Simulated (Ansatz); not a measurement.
Turn this script for Ansatz 0.2.0, Python API into the input file that the command-line program reads.

Script `opt_c2h6geo.py`:
```python
"""Geometry optimisation of C2H6GeO."""

import itertools

import ansatz as az
from ase.data import atomic_numbers, covalent_radii
import numpy as np
import pandas as pd

config = {
    "basis_set": "def2-SVP",
    "xc": "B3LYP",
}

GEOMETRY = """
C    -1.10330    0.31610   -0.03310
C    -0.11010   -0.43920    0.72010
Ge    1.12740   -1.26020   -0.52470
O     2.06670    0.01940   -1.45960
H    -1.71130   -0.31230   -0.75130
H    -1.86700    0.83570    0.66860
H    -0.63780    1.17160   -0.62640
H    -0.56550   -1.21460    1.30800
H     0.44960    0.25340    1.45280
H     2.43440    0.57890   -0.75140
"""

geometry = az.Crystal.molecule()
for line in GEOMETRY.strip().splitlines():
    symbol, *xyz = line.split()
    geometry = geometry.atom(symbol, [float(v) for v in xyz])

base = geometry.calculation().basis(gaussian=config["basis_set"]).functional(config["xc"])
symbols = [site.symbol for site in geometry.cartesian_sites]
start = np.array([site.position_ang for site in geometry.cartesian_sites], dtype=float)
rep = base.relax(force_tolerance=0.005, max_steps=100).run().report
end = np.array(rep["positions_ang"])

print(f"E = {rep['free_energy_ev']:.6f} eV = {rep['free_energy_ev'] / 27.211386246:.7f} Ha")
print("converged:", rep["converged"], " doubts:", rep["published_state_doubts"] or "none")

# pairs closer than 1.2 times the sum of covalent radii, before or after
radius = [covalent_radii[atomic_numbers[s]] for s in symbols]
span = lambda where, i, j: np.linalg.norm(where[i] - where[j])
bonded = [(i, j) for i, j in itertools.combinations(range(len(symbols)), 2) if min(span(start, i, j), span(end, i, j)) < 1.2 * (radius[i] + radius[j])]
print("pair        before    after (A)")
for i, j in bonded:
    print(f"{symbols[i]}{i}-{symbols[j]}{j}".ljust(10), f"{span(start, i, j):8.4f} {span(end, i, j):8.4f}")

charges = rep["charge_distribution"]
table = pd.DataFrame({"atom": symbols, "mulliken": charges["mulliken_charges_e"], "lowdin": charges["lowdin_charges_e"]})
print(table.round(3).to_string())
print("dipole (e A):", np.round(charges["dipole_moment_e_ang"], 4) + 0.0)
with open("c2h6geo_opt.xyz", "w") as handle:
    handle.write(f"{len(symbols)}\nrelaxed C2H6GeO\n")
    handle.writelines(f"{s:2s} {x:11.6f} {y:11.6f} {z:11.6f}\n" for s, (x, y, z) in zip(symbols, end))
```

```console
$ python opt_c2h6geo.py
E = -60728.381041 eV = -2231.7268401 Ha
converged: True  doubts: none
pair        before    after (A)
C0-C1        1.4575   1.5286
C0-H4        1.1315   1.1043
C0-H5        1.1600   1.1035
C0-H6        1.1404   1.1043
C1-Ge2       1.9378   2.0402
C1-H7        1.0744   1.1079
C1-H8        1.1532   1.1078
Ge2-O3       1.8422   1.7999
O3-H9        0.9746   0.9691
  atom  mulliken  lowdin
0    C    -0.020   0.018
1    C    -0.262  -0.178
2   Ge     0.432   0.132
3    O    -0.428   0.058
4    H     0.014  -0.005
5    H     0.018  -0.001
6    H     0.014  -0.004
7    H     0.029   0.012
8    H     0.029   0.012
9    H     0.172  -0.044
dipole (e A): [-0.3657  0.1217  0.1732]
```

`input.yaml`:
```yaml
crystal:
  periodic: [false, false, false]
  atoms:
    - { symbol: C, position_ang: [-1.1033, 0.3161, -0.0331] }
    - { symbol: C, position_ang: [-0.1101, -0.4392, 0.7201] }
    - { symbol: Ge, position_ang: [1.1274, -1.2602, -0.5247] }
    - { symbol: O, position_ang: [2.0667, 0.0194, -1.4596] }
    - { symbol: H, position_ang: [-1.7113, -0.3123, -0.7513] }
    - { symbol: H, position_ang: [-1.867, 0.8357, 0.6686] }
    - { symbol: H, position_ang: [-0.6378, 1.1716, -0.6264] }
    - { symbol: H, position_ang: [-0.5655, -1.2146, 1.308] }
    - { symbol: H, position_ang: [0.4496, 0.2534, 1.4528] }
    - { symbol: H, position_ang: [2.4344, 0.5789, -0.7514] }
basis:
  gaussian:
    orbitals: def2-SVP
hamiltonian:
  xc: b3lyp
relax:
  f_tol: 0.005
  max_steps: 100
```

Total energies depend on the basis set; only differences at equal settings carry meaning. The end point is the stationary point reached from this start; no frequency run checks that it is a minimum, and the basis set is modest. The Löwdin charges here are taken after orthogonalising the functions within each atom; they differ from plain Löwdin charges, and their signs can be unphysical. b3lyp holds the VWN-RPA fit, as in Gaussian; the form of ORCA and Turbomole is b3lyp5. The whole script took 2.1 min on 1 thread of Arm Neoverse V2 (shared host), peak memory 0.35 GiB.

(Lines on the test bed's own set-up are left out of the output.)
